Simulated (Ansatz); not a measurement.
# BrFH4Si: the cost of one run

Computed with Ansatz 0.2.0, Gaussian basis. Level: PBE0-D4/def2-SVP.

## Step 1: The system as given

The start, a first-order saddle point found at PBE0-D4 in triple zeta: 7 atoms, charge 0, spin multiplicity 1.

Atoms are counted from 1 here; the program's logs count them from 0.

Bond lengths: Si1–H3 1.472 Å, Si1–H4 1.486 Å, Si1–H5 1.479 Å, Si1–Br7 2.606 Å, F2–H6 1.038 Å. Angles: H3–Si1–H4 109.8°, H3–Si1–H5 115.6°, H3–Si1–Br7 92.7°, H4–Si1–H5 103.9°, H4–Si1–Br7 148.4°, H5–Si1–Br7 84.7°.

Coordinates:

```xyz
7

Si   -0.6018   -0.1976    0.0692
F     1.1670   -0.2792    0.8532
H    -0.5620   -1.2860   -0.9207
H    -0.9980   -0.7370    1.3957
H    -1.5932    0.8682   -0.1921
H     1.5757    0.3331    0.1220
Br    1.0124    1.2982   -1.3272
```

## Step 2: The run

The input, md/in.yaml:

```yaml
crystal:
  periodic: [false, false, false]
  atoms:
    - {symbol: Si, position_ang: [-0.601839, -0.197566, 0.069154]}
    - {symbol: F, position_ang: [1.167042, -0.279197, 0.853247]}
    - {symbol: H, position_ang: [-0.562019, -1.285981, -0.920730]}
    - {symbol: H, position_ang: [-0.997999, -0.736954, 1.395702]}
    - {symbol: H, position_ang: [-1.593180, 0.868244, -0.192117]}
    - {symbol: H, position_ang: [1.575692, 0.333129, 0.121980]}
    - {symbol: Br, position_ang: [1.012403, 1.298224, -1.327236]}
basis:
  gaussian: {orbitals: def2-SVP}
hamiltonian: {xc: pbe0, dispersion: d4}
md: {n_steps: 40, timestep: 1.0, temperature: 200, ensemble: nvt_nose_hoover, seed: 124, initial_velocities: maxwell_boltzmann}
```

Launch:

```console
$ ansatz run in.yaml --threads 4 --pin off --events-out ev --progress --plain --max-ram 9574MiB
```

**Question.** How long does this run take on 4 threads of Intel Xeon at 2.50GHz, shared host?

About 75 s.
